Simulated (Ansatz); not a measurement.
# CH₅ClSiSn, SMILES Cl[SiH]1[CH2][SnH2]1: a ladder of methods at one geometry

Computed with Ansatz's Python interface.

The script, `run_methods.py`:
```python
'''CH5ClSiSn at several levels of theory.'''

import ansatz

GEOMETRY = '''
Cl   -2.38060    1.00720    0.90950
Si   -0.85700    0.74420   -0.44780
C     0.74160    0.66530    0.35980
Sn    0.51350   -1.40930    0.02190
H    -0.86280    1.24340   -1.84600
H     0.74670    0.96410    1.44430
H     1.62500    1.09270   -0.23040
H     1.00210   -2.05980   -1.51690
H    -0.44010   -2.29390    1.28850
'''


def main() -> None:
    molecule = ansatz.Crystal.molecule()
    for line in GEOMETRY.strip().splitlines():
        symbol, *xyz = line.split()
        molecule = molecule.atom(symbol, [float(v) for v in xyz])

    base = molecule.calculation().basis(gaussian='def2-SVP')

    methods = ['mp2', 'ccsd', 'ccsd_t']
    reports = [base.correlation(m).run().report for m in methods]
    print(f'Hartree-Fock reference {reports[0]["reference_energy_ev"] / 27.211386246:.6f} Ha')
    best = reports[-1]['free_energy_ev'] - reports[-1]['reference_energy_ev']
    for method, each in zip(methods, reports):
        gained = each['free_energy_ev'] - each['reference_energy_ev']
        print(f'{method:8s} total {each["free_energy_ev"] / 27.211386246:.6f} Ha  correlation {gained:9.4f} eV  ({100 * gained / best:.1f} % of the last)')


if __name__ == '__main__':
    main()
```

```console
$ python run_methods.py
Hartree-Fock reference -1002.228823 Ha
mp2      total -1002.719644 Ha  correlation  -13.3559 eV  (87.3 % of the last)
ccsd     total -1002.772507 Ha  correlation  -14.7944 eV  (96.7 % of the last)
ccsd_t   total -1002.790978 Ha  correlation  -15.2970 eV  (100.0 % of the last)
```

Total energies depend on the basis set; only differences at equal settings carry meaning. The geometry is a force-field or estimated start, not a minimum of this method, and the basis set is short of its limit. A lower total doesn't mark the better method: functionals have no common bound, and MP2 and coupled cluster aren't variational. def2 sets replace the cores of elements past krypton by effective core potentials. Inner cores stay frozen; a filled d shell under the valence of the heavier atoms is correlated with it. The whole script took 29 s on 1 thread of Arm Neoverse V1, with other jobs on the host, peak memory 0.48 GiB.
